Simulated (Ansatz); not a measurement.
# SnTe2: how the settings move a single-point run

Question: which choices in the input matter for SnTe2? The cell is built on a prototype (rutile) and needn't be the phase found in nature.

Program: Ansatz 0.2.0. Level of theory: reference: DFT, PBE, plane waves, PAW. These are calculated values, not measurements.

2 further runs of the same task are left out: 1 for a known fault of the program, 1 that didn't finish. Runs told in other sessions of the task aren't counted.

## (1) The system as given

The structure is tetragonal, space group P4_2/mnm (No. 136). The conventional cell has a = 6.959 Å, b = 6.959 Å, c = 4.418 Å, α = 90.00°, β = 90.00°, γ = 90.00°. Sn (site symmetry mmm) has 6 Te at 2.94 to 2.98 Å in its first shell of neighbours. Around Te (site symmetry m2m) lie 3 Sn at 2.94 to 2.98 Å.

As a file:

```xyz
6
Lattice="6.9586 0.0000 0.0000 0.0000 6.9586 0.0000 0.0000 0.0000 4.4179" Properties=species:S:1:pos:R:3 pbc="T T T"
Sn    0.0000    0.0000    0.0000
Sn    3.4793    3.4793    2.2090
Te    2.1039    2.1039    0.0000
Te    1.3753    5.5832    2.2090
Te    5.5832    1.3753    2.2090
Te    4.8546    4.8546    0.0000
```

## (2) Baseline

The input, input.yaml:

```yaml
crystal:
  lattice:
    - [6.9585660197, 0.0, 0.0]
    - [0.0, 6.9585660197, 0.0]
    - [0.0, 0.0, 4.4179125098]
  atoms:
    - { symbol: Sn, position: [0.0, 0.0, 0.0] }
    - { symbol: Sn, position: [0.5, 0.5, 0.5] }
    - { symbol: Te, position: [0.3023537661, 0.3023537661, 0.0] }
    - { symbol: Te, position: [0.1976462339, 0.8023537661, 0.5] }
    - { symbol: Te, position: [0.8023537661, 0.1976462339, 0.5] }
    - { symbol: Te, position: [0.6976462339, 0.6976462339, 0.0] }
kpoints:
  mp_grid: { grid: [4, 4, 4] }
hamiltonian:
  xc: pbe
scf:
  occupations: { method: fermi_dirac, width: 0.02 }
  n_extra_bands: 5
output:
  forces: true
  stress: true
  eigenvalues: true
```

Launch:

```bash
$ ansatz run input.yaml --threads 4 --pin off --max-ram 4608MiB --backend cpu --events-out ev --progress --plain --runs-dir out
```

The log of the run (excerpt; [...] marks lines left out):

```text
Warning: RAYON_NUM_THREADS=4 ignored (pool sized by the plan → 4); use --threads N
scf.n_extra_bands = 5 over 46 filled bands (N_el = 92.0): the run solves 51 bands
[...]
Pseudopotentials: kind: paw
Pseudopotential: Sn, paw, valence charge 14, recommended cutoff 420 eV (normal), Sn.paw.azcp
Pseudopotential: Te, paw, valence charge 16, recommended cutoff 420 eV (normal), Te.paw.azcp
Functional definition: PBE
[...]
Crystal: 6 atoms, lattice volume = 213.923 Å³
Basis set: ecut = 420 eV, 4195 PW (Γ), exchange–correlation on 96×96×60 points (8 copies of the dense FFT grid, shifted against one another)
Bands: 51, of which v1, the nominal top of the filled ones, is band 46 counted from 1 (45 counted from 0)
Symmetry: 16 space group operations
Space group: P42/mnm (ITA 136), of the structure as read, at distance tolerance 6.0e-5 Å
k-points: 18 of 64
[...]
SCF iter   1: F=—  HF=-39967.651567 eV  |F-HF|=—  |Δ(HF+E_count)|=         —  Δρ=1.48e-3  dr2=3.01e-3  ethr=1.77e-3  ⟨swp⟩=7.4  Hψ=3800  notcnv=0
[...]
SCF iter   6: F=-39967.650498 eV  HF=-39967.650498 eV  |F-HF|=6.92e-8  |Δ(HF+E_count)|=   1.61e-7  Δρ=6.51e-6  dr2=9.18e-8  ethr=1.09e-10  ⟨swp⟩=5.9  Hψ=4311  notcnv=0
[...]
SCF converged after 6 iterations
Free energy (F): -39967.650498 eV
[...]
E sigma→0 (E₀):  -39967.644477 eV
Entropy (-TS):   -0.012042 eV (-2.007 meV/atom)
Fermi energy:    7.169298 eV
[...]
--- Forces (eV/Å), atoms counted from 1 ---
  atom   1  Sn     0.00000000    -0.00000000     0.00000000
  atom   2  Sn    -0.00000000     0.00000000     0.00000000
  atom   3  Te    -0.09195693    -0.09195693     0.00000000
  atom   4  Te     0.09195693    -0.09195693     0.00000000
  atom   5  Te    -0.09195693     0.09195693     0.00000000
  atom   6  Te     0.09195693     0.09195693     0.00000000
[...]
--- Stress (GPa, compression-positive) ---
        1.243592       0.000000       0.000000
        0.000000       1.243592       0.000000
        0.000000       0.000000       1.305539
  P = ⅓ Tr σ = 1.2642 GPa (12.642 kbar)
--- Band table (eV; the first three rows and the last of 18) ---
[...]
```

It took 6.2 s on 4 threads of Arm Neoverse N1, shared host; peak memory 0.66 GiB.

## (3) Changed: occupations.method methfessel_paxton, occupations.width 0.001

Edit input.yaml of step 2 so:

```diff
@@ -17,3 +17,3 @@
 scf:
-  occupations: { method: fermi_dirac, width: 0.02 }
+  occupations: { method: methfessel_paxton, width: 0.001 }
   n_extra_bands: 5
```

Launch:

```bash
$ ansatz run input.yaml --threads 4 --pin off --max-ram 4608MiB --backend cpu --events-out ev --progress --plain --runs-dir out
```

The log of the run (excerpt; [...] marks lines left out):

```text
Warning: RAYON_NUM_THREADS=4 ignored (pool sized by the plan → 4); use --threads N
scf.n_extra_bands = 5 over 46 filled bands (N_el = 92.0): the run solves 51 bands
[...]
[... 4 set-up lines as earlier in the session ...]
[...]
Crystal: 6 atoms, lattice volume = 213.923 Å³
Basis set: ecut = 420 eV, 4195 PW (Γ), exchange–correlation on 96×96×60 points (8 copies of the dense FFT grid, shifted against one another)
Bands: 51, of which v1, the nominal top of the filled ones, is band 46 counted from 1 (45 counted from 0)
[... 2 set-up lines as earlier in the session ...]
k-points: 18 of 64
[...]
SCF converged after 9 iterations
Stability not checked: this state was not tested for a lower state beside it, because cold or Methfessel-Paxton smearing, or corrected tetrahedra, fill the levels in a way that the test cannot read (fill_not_monotonic; see scf.lower_state_search)
Free energy (F): -39967.643922 eV
[...]
E sigma→0 (E₀):  -39967.643917 eV
Entropy (-TS):   -0.000018 eV (-0.003 meV/atom)
Fermi energy:    7.166934 eV
[...]
--- Forces (eV/Å), atoms counted from 1 ---
  atom   1  Sn     0.00000000    -0.00000000     0.00000000
  atom   2  Sn     0.00000000     0.00000000     0.00000000
  atom   3  Te    -0.09164473    -0.09164473     0.00000000
  atom   4  Te     0.09164473    -0.09164473     0.00000000
  atom   5  Te    -0.09164473     0.09164473     0.00000000
  atom   6  Te     0.09164473     0.09164473     0.00000000
[...]
--- Stress (GPa, compression-positive) ---
        1.267290       0.000000       0.000000
        0.000000       1.267290       0.000000
        0.000000       0.000000       1.376638
  P = ⅓ Tr σ = 1.3037 GPa (13.037 kbar)
--- Band table (eV; the first three rows and the last of 18) ---
[...]
```

Wall time 7.7 s (4 threads of Arm Neoverse N1, shared host); peak memory 0.66 GiB.

Changing the smearing leaves the energy as it was (+0.1 meV/atom). Cost: 9 SCF cycles against 6.

## (4) Variant: dispersion d3bj

Edit input.yaml of step 2 so:

```diff
@@ -16,2 +16,3 @@
   xc: pbe
+  dispersion: d3bj
 scf:
```

Launch:

```bash
$ ansatz run input.yaml --threads 4 --pin off --max-ram 4608MiB --backend cpu --events-out ev --progress --plain --runs-dir out
```

The log of the run (excerpt; [...] marks lines left out):

```text
Warning: RAYON_NUM_THREADS=4 ignored (pool sized by the plan → 4); use --threads N
scf.n_extra_bands = 5 over 46 filled bands (N_el = 92.0): the run solves 51 bands
[...]
[... 4 set-up lines as earlier in the session ...]
[...]
Crystal: 6 atoms, lattice volume = 213.923 Å³
Basis set: ecut = 420 eV, 4195 PW (Γ), exchange–correlation on 96×96×60 points (8 copies of the dense FFT grid, shifted against one another)
Bands: 51, of which v1, the nominal top of the filled ones, is band 46 counted from 1 (45 counted from 0)
[... 2 set-up lines as earlier in the session ...]
k-points: 18 of 64
[...]
SCF iter   1: F=—  HF=-39969.833962 eV  |F-HF|=—  |Δ(HF+E_count)|=         —  Δρ=1.48e-3  dr2=3.01e-3  ethr=1.77e-3  ⟨swp⟩=7.4  Hψ=3800  notcnv=0
[...]
SCF iter   6: F=-39969.832893 eV  HF=-39969.832893 eV  |F-HF|=6.92e-8  |Δ(HF+E_count)|=   1.61e-7  Δρ=6.51e-6  dr2=9.18e-8  ethr=1.09e-10  ⟨swp⟩=5.9  Hψ=4311  notcnv=0
[...]
SCF converged after 6 iterations
Free energy (F): -39969.832893 eV
[...]
E sigma→0 (E₀):  -39969.826872 eV
Entropy (-TS):   -0.012042 eV (-2.007 meV/atom)
Fermi energy:    7.169298 eV
[...]
--- Forces (eV/Å), atoms counted from 1 ---
  atom   1  Sn     0.00000000    -0.00000000     0.00000000
  atom   2  Sn     0.00000000     0.00000000     0.00000000
  atom   3  Te    -0.10107120    -0.10107120     0.00000000
  atom   4  Te     0.10107120    -0.10107120     0.00000000
  atom   5  Te    -0.10107120     0.10107120     0.00000000
  atom   6  Te     0.10107120     0.10107120     0.00000000
[...]
--- Stress (GPa, compression-positive) ---
       -0.530979       0.000000       0.000000
        0.000000      -0.530979       0.000000
        0.000000       0.000000      -0.447581
  P = ⅓ Tr σ = -0.5032 GPa (-5.032 kbar)
--- Band table (eV; the first three rows and the last of 18) ---
[...]
```

Wall time 5.9 s (4 threads of Arm Neoverse N1, shared host); peak memory 0.66 GiB.

The energy moves by -363.7 meV/atom, nearly all of it the dispersion term itself (-363.7 meV/atom); that offset belongs to the model and is no gain or loss of stability; the pressure goes from 1.3 to -0.5 GPa.

## (5) Variant: mp_grid.grid [5, 5, 5]

Edit input.yaml of step 2 so:

```diff
@@ -13,3 +13,3 @@
 kpoints:
-  mp_grid: { grid: [4, 4, 4] }
+  mp_grid: { grid: [5, 5, 5] }
 hamiltonian:
```

Launch:

```bash
$ ansatz run input.yaml --threads 4 --pin off --max-ram 4608MiB --backend cpu --events-out ev --progress --plain --runs-dir out
```

The log of the run (excerpt; [...] marks lines left out):

```text
Warning: RAYON_NUM_THREADS=4 ignored (pool sized by the plan → 4); use --threads N
scf.n_extra_bands = 5 over 46 filled bands (N_el = 92.0): the run solves 51 bands
[...]
[... 4 set-up lines as earlier in the session ...]
[...]
Crystal: 6 atoms, lattice volume = 213.923 Å³
Basis set: ecut = 420 eV, 4195 PW (Γ), exchange–correlation on 96×96×60 points (8 copies of the dense FFT grid, shifted against one another)
Bands: 51, of which v1, the nominal top of the filled ones, is band 46 counted from 1 (45 counted from 0)
[... 2 set-up lines as earlier in the session ...]
k-points: 18 of 125
[...]
SCF iter   1: F=—  HF=-39967.694151 eV  |F-HF|=—  |Δ(HF+E_count)|=         —  Δρ=1.81e-3  dr2=6.44e-3  ethr=1.77e-3  ⟨swp⟩=7.2  Hψ=3774  notcnv=0
[...]
SCF iter   6: F=-39967.692047 eV  HF=-39967.692047 eV  |F-HF|=6.59e-9  |Δ(HF+E_count)|=   7.28e-8  Δρ=3.77e-6  dr2=2.67e-8  ethr=1.09e-10  ⟨swp⟩=7.5  Hψ=3946  notcnv=0
[...]
SCF converged after 6 iterations
Free energy (F): -39967.692047 eV
[...]
E sigma→0 (E₀):  -39967.689085 eV
Entropy (-TS):   -0.005925 eV (-0.988 meV/atom)
Fermi energy:    7.181868 eV
[...]
--- Forces (eV/Å), atoms counted from 1 ---
  atom   1  Sn     0.00000000    -0.00000000     0.00000000
  atom   2  Sn     0.00000000     0.00000000     0.00000000
  atom   3  Te    -0.02767065    -0.02767065     0.00000000
  atom   4  Te     0.02767065    -0.02767065     0.00000000
  atom   5  Te    -0.02767065     0.02767065     0.00000000
  atom   6  Te     0.02767065     0.02767065     0.00000000
[...]
--- Stress (GPa, compression-positive) ---
        1.138597       0.000000       0.000000
        0.000000       1.138597       0.000000
        0.000000       0.000000       1.237574
  P = ⅓ Tr σ = 1.1716 GPa (11.716 kbar)
--- Band table (eV; the first three rows and the last of 18) ---
[...]
```

Wall time 6 s (4 threads of Arm Neoverse N1, shared host); peak memory 0.65 GiB.

Changing the k-point mesh moves the energy by -6.9 meV/atom, and the largest force goes from 0.13 to 0.04 eV/Å. Sampling errors of the energy have no fixed sign.

## (6) Changed: xc pbesol

Edit input.yaml of step 2 so:

```diff
@@ -15,3 +15,3 @@
 hamiltonian:
-  xc: pbe
+  xc: pbesol
 scf:
```

Launch:

```bash
$ ansatz run input.yaml --threads 4 --pin off --max-ram 4608MiB --backend cpu --events-out ev --progress --plain --runs-dir out
```

The log of the run (excerpt; [...] marks lines left out):

```text
Warning: RAYON_NUM_THREADS=4 ignored (pool sized by the plan → 4); use --threads N
scf.n_extra_bands = 5 over 46 filled bands (N_el = 92.0): the run solves 51 bands
[...]
[... 3 set-up lines as earlier in the session ...]
Functional definition: PBEsol
[...]
Crystal: 6 atoms, lattice volume = 213.923 Å³
Basis set: ecut = 420 eV, 4195 PW (Γ), exchange–correlation on 96×96×60 points (8 copies of the dense FFT grid, shifted against one another)
Bands: 51, of which v1, the nominal top of the filled ones, is band 46 counted from 1 (45 counted from 0)
[... 2 set-up lines as earlier in the session ...]
k-points: 18 of 64
[...]
SCF iter   7: F=-39504.841496 eV  HF=-39504.841496 eV  |F-HF|=2.10e-8  |Δ(HF+E_count)|=   6.46e-8  Δρ=4.05e-6  dr2=5.13e-8  ethr=1.09e-10  ⟨swp⟩=7.6  Hψ=3923  notcnv=0
[...]
SCF converged after 7 iterations
Free energy (F): -39504.841496 eV
[...]
E sigma→0 (E₀):  -39504.836148 eV
Entropy (-TS):   -0.010696 eV (-1.783 meV/atom)
Fermi energy:    7.024752 eV
[...]
--- Forces (eV/Å), atoms counted from 1 ---
  atom   1  Sn     0.00000000    -0.00000000     0.00000000
  atom   2  Sn     0.00000000     0.00000000     0.00000000
  atom   3  Te    -0.08300816    -0.08300816     0.00000000
  atom   4  Te     0.08300816    -0.08300816     0.00000000
  atom   5  Te    -0.08300816     0.08300816     0.00000000
  atom   6  Te     0.08300816     0.08300816     0.00000000
[...]
--- Stress (GPa, compression-positive) ---
       -0.815796       0.000000       0.000000
        0.000000      -0.815796       0.000000
        0.000000       0.000000      -0.918154
  P = ⅓ Tr σ = -0.8499 GPa (-8.499 kbar)
--- Band table (eV; the first three rows and the last of 18) ---
[...]
```

Run time: 6.8 s. Hardware: 4 threads of Arm Neoverse N1, shared host; peak memory 0.66 GiB.

After a change of functional the difference of the totals has no physical meaning; the pressure goes from 1.3 to -0.8 GPa. At this fixed cell a lower pressure means that this functional prefers a smaller volume than the reference.

## (7) Changing settings: occupations.width 0.001

Edit input.yaml of step 2 so:

```diff
@@ -17,3 +17,3 @@
 scf:
-  occupations: { method: fermi_dirac, width: 0.02 }
+  occupations: { method: fermi_dirac, width: 0.001 }
   n_extra_bands: 5
```

Launch:

```bash
$ ansatz run input.yaml --threads 4 --pin off --max-ram 4608MiB --backend cpu --events-out ev --progress --plain --runs-dir out
```

The log of the run (excerpt; [...] marks lines left out):

```text
Warning: RAYON_NUM_THREADS=4 ignored (pool sized by the plan → 4); use --threads N
scf.n_extra_bands = 5 over 46 filled bands (N_el = 92.0): the run solves 51 bands
[...]
[... 4 set-up lines as earlier in the session ...]
[...]
Crystal: 6 atoms, lattice volume = 213.923 Å³
Basis set: ecut = 420 eV, 4195 PW (Γ), exchange–correlation on 96×96×60 points (8 copies of the dense FFT grid, shifted against one another)
Bands: 51, of which v1, the nominal top of the filled ones, is band 46 counted from 1 (45 counted from 0)
[... 2 set-up lines as earlier in the session ...]
k-points: 18 of 64
[...]
SCF iter   1: F=—  HF=-39967.645013 eV  |F-HF|=—  |Δ(HF+E_count)|=         —  Δρ=1.47e-3  dr2=2.70e-3  ethr=1.77e-3  ⟨swp⟩=7.5  Hψ=3807  notcnv=0
[...]
SCF iter   8: F=-39967.643991 eV  HF=-39967.643991 eV  |F-HF|=1.14e-8  |Δ(HF+E_count)|=   1.64e-8  Δρ=2.32e-6  dr2=1.95e-8  ethr=1.09e-10  ⟨swp⟩=9.0  Hψ=3667  notcnv=0
[...]
SCF converged after 8 iterations
Free energy (F): -39967.643991 eV
[...]
E sigma→0 (E₀):  -39967.643947 eV
Entropy (-TS):   -0.000087 eV (-0.015 meV/atom)
Fermi energy:    7.166894 eV
[...]
--- Forces (eV/Å), atoms counted from 1 ---
  atom   1  Sn     0.00000000    -0.00000000     0.00000000
  atom   2  Sn     0.00000000     0.00000000     0.00000000
  atom   3  Te    -0.09163280    -0.09163280     0.00000000
  atom   4  Te     0.09163280    -0.09163280     0.00000000
  atom   5  Te    -0.09163280     0.09163280     0.00000000
  atom   6  Te     0.09163280     0.09163280     0.00000000
[...]
--- Stress (GPa, compression-positive) ---
        1.267318       0.000000       0.000000
        0.000000       1.267318       0.000000
        0.000000       0.000000       1.376581
  P = ⅓ Tr σ = 1.3037 GPa (13.037 kbar)
--- Band table (eV; the first three rows and the last of 18) ---
[...]
```

Run time: 6.7 s. Hardware: 4 threads of Arm Neoverse N1, shared host; peak memory 0.66 GiB.

Changing the smearing leaves the energy as it was (+0.1 meV/atom). Cost: 8 SCF cycles against 6.

## (8) Variant: ecutwfc 750

Edit input.yaml of step 2 so:

```diff
@@ -23 +23,3 @@
   eigenvalues: true
+basis:
+  ecutwfc: 750
```

Launch:

```bash
$ ansatz run input.yaml --threads 4 --pin off --max-ram 4608MiB --backend cpu --events-out ev --progress --plain --runs-dir out
```

The log of the run (excerpt; [...] marks lines left out):

```text
Warning: RAYON_NUM_THREADS=4 ignored (pool sized by the plan → 4); use --threads N
scf.n_extra_bands = 5 over 46 filled bands (N_el = 92.0): the run solves 51 bands
[...]
[... 4 set-up lines as earlier in the session ...]
[...]
Crystal: 6 atoms, lattice volume = 213.923 Å³
Basis set: ecut = 750 eV, 9943 PW (Γ), exchange–correlation on 128×128×80 points (8 copies of the dense FFT grid, shifted against one another)
Bands: 51, of which v1, the nominal top of the filled ones, is band 46 counted from 1 (45 counted from 0)
[... 2 set-up lines as earlier in the session ...]
k-points: 18 of 64
[...]
SCF iter   6: F=-39967.657238 eV  HF=-39967.657238 eV  |F-HF|=4.47e-8  |Δ(HF+E_count)|=   3.17e-7  Δρ=6.78e-6  dr2=7.32e-8  ethr=1.09e-10  ⟨swp⟩=6.5  Hψ=4683  notcnv=0
[...]
SCF converged after 6 iterations
Free energy (F): -39967.657238 eV
[...]
E sigma→0 (E₀):  -39967.651216 eV
Entropy (-TS):   -0.012042 eV (-2.007 meV/atom)
Fermi energy:    7.169123 eV
[...]
--- Forces (eV/Å), atoms counted from 1 ---
  atom   1  Sn     0.00000000    -0.00000000     0.00000000
  atom   2  Sn     0.00000000     0.00000000     0.00000000
  atom   3  Te    -0.09165974    -0.09165974     0.00000000
  atom   4  Te     0.09165974    -0.09165974     0.00000000
  atom   5  Te    -0.09165974     0.09165974     0.00000000
  atom   6  Te     0.09165974     0.09165974     0.00000000
[...]
--- Stress (GPa, compression-positive) ---
        1.237367       0.000000       0.000000
        0.000000       1.237367       0.000000
        0.000000       0.000000       1.297444
  P = ⅓ Tr σ = 1.2574 GPa (12.574 kbar)
--- Band table (eV; the first three rows and the last of 18) ---
[...]
```

Run time: 13 s. Hardware: 4 threads of Arm Neoverse N1, shared host; peak memory 1.1 GiB.

Changing the cutoff moves the energy by -1.1 meV/atom. More plane waves (750 against 420 eV) lower the energy, so the reference carries at least that much basis error. Cost: 13 s against 6.2 s.

## (9) Comparison

```tsv
run	ending	energy change	pressure (GPa)	gap (eV)	force (eV/Å)	cycles	time
reference	converged	0	1.3	0.00	0.13	6	6.2 s
1: occupations.method methfessel_paxton, occupations.width 0.001	converged	+0.1 meV/atom (σ→0)	1.3	0.00	0.13	9	7.7 s
2: dispersion d3bj	converged	-363.7 meV/atom (offset of the dispersion model)	-0.5	0.00	0.14	6	5.9 s
3: mp_grid.grid [5, 5, 5]	converged	-6.9 meV/atom	1.2	0.00	0.04	6	6 s
4: xc pbesol	converged	not comparable	-0.8	0.00	0.12	7	6.8 s
5: occupations.width 0.001	converged	+0.1 meV/atom (σ→0)	1.3	0.00	0.13	8	6.7 s
6: ecutwfc 750	converged	-1.1 meV/atom	1.3	0.00	0.13	6	13 s
```

Residual by cycle in the longest SCF loop of each run; runs are numbered as in the table. The quantity is the density residual dr2, in eV.

```tsv
cycle	reference	run 1	run 2	run 3	run 4	run 5	run 6
1	0.00301	0.00269	0.00301	0.00644	0.0123	0.0027	0.00291
2	7.1e-4	6.7e-4	7.1e-4	6.4e-4	0.00134	6.8e-4	8.7e-4
3	8.4e-5	6.9e-5	8.4e-5	2.1e-4	2.4e-4	6.7e-5	8.7e-5
4	1.0e-5	1.1e-5	1.0e-5	5.1e-6	5.0e-5	6.8e-6	1.1e-5
5	1.0e-6	9.1e-6	1.0e-6	5.1e-7	1.8e-6	3.8e-6	1.5e-6
6	9.2e-8	5.0e-6	9.2e-8	2.7e-8	3.9e-7	7.3e-7	7.3e-8
7	-	2.3e-6	-	-	5.1e-8	1.2e-7	-
8	-	5.8e-7	-	-	-	1.9e-8	-
9	-	4.6e-8	-	-	-	-	-
```

The pressure spans -0.8 to 1.3 GPa over the reference and the converged variants. Semilocal functionals close small gaps, and spin-orbit coupling, left out here, moves these band edges, so the missing gap need not be the real solid's. Of the variants the dearest is «ecutwfc 750» (13 s), the cheapest «dispersion d3bj» (5.9 s), on a shared host.
